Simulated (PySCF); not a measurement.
The system is COBBr2H3, in a box.

```xyz
8
Lattice="14.0000 0.0000 0.0000 0.0000 13.0000 0.0000 0.0000 0.0000 12.0000" Properties=species:S:1:pos:R:3 pbc="T T T"
C     5.7759    5.6579    5.2647
O     6.9108    5.5806    6.1278
B     7.7587    6.5696    6.3095
Br    9.1669    6.3200    7.5677
Br    7.6967    8.3365    5.3661
H     5.8344    4.7770    4.5315
H     4.9044    5.4868    5.8115
H     5.6191    6.4961    4.6353
```

The cell isn't the ideal one: atoms moved at random, drawn with an rms of 0.05 Å.

Base run:

```yaml
Program: PySCF 2.14.0
Functional: SOGGA11
Potentials_or_basis: 6-31g* (all-electron)
k_mesh: 1 × 1 × 1
Occupations: fixed
Spin: no spin polarisation
```

Its results: gap between the frontier levels 5.49 eV.

Question: After a change of settings the same cell gave: gap between the frontier levels 5.39 eV. Which change was it?
A. functional from SOGGA11 to wB97X
B. functional from SOGGA11 to PBE
C. functional from SOGGA11 to B3LYP5; dispersion from none to D3(OP)

Answer: B.

Caveats: this is a molecule in a periodic box at the Γ point, so its band gap is the HOMO-LUMO gap; relativity is left out, which matters for the heavier elements; the basis of atomic orbitals isn't converged, which shifts pressures, moduli and gaps.
